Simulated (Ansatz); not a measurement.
AlIn:

```
CELL_PARAMETERS angstrom
3.05413 0.00000 0.00000
-1.52707 2.64496 0.00000
0.00000 0.00000 5.82802
ATOMIC_POSITIONS crystal
Al 0.00000 0.00000 0.00000
In 0.00000 0.00000 0.50000
```

The cell was built by a generator and needn't be a form met in nature.

```yaml
Program: Ansatz 0.2.0
Task: relaxation of cell and atoms
Functional: HF
Potentials_or_basis: Ansatz PAW
Cutoff: "420 eV (not typed: the program's choice for these potentials)"
k_mesh: 5 × 5 × 3
Occupations: fermi-dirac, width 0.05 eV
Spin: no spin polarisation
```

At the start: volume 23.54 Å³/atom.

Q: Where does the relaxation end?

A: It ends after 6 steps and the volume is 24.84 Å³/atom (+5.5 %); space group P6/mmm (No. 191, to 0.05 Å).

The path:
```tsv
step	energy change (eV)	largest force (eV/Å)	volume (Å³)
1	0.0000	0.0000	47.08
2	-0.0226	0.0000	50.55
3	-0.0303	0.0000	49.98
4	-0.0306	0.0000	49.63
5	-0.0306	0.0000	49.68
6	-0.0311	0.0000	49.68
```

Final structure:
```xyz
2
Lattice="3.0900 0.0000 0.0000 -1.5450 2.6760 0.0000 0.0000 0.0000 6.0084" Properties=species:S:1:pos:R:3 pbc="T T T"
Al    0.0000    0.0000    0.0000
In    0.0000    0.0000    3.0042
```

Caveat: the k mesh is coarse (spacing up to 0.48 Å⁻¹), so the values aren't converged, least of all with exact exchange; the plane-wave basis is chosen anew once the cell has moved, so the energies of steps on either side of that aren't comparable; the PAW data sets come from PBE, with cores solved anew for the run's functional, which leaves a small shift of forces and pressure.
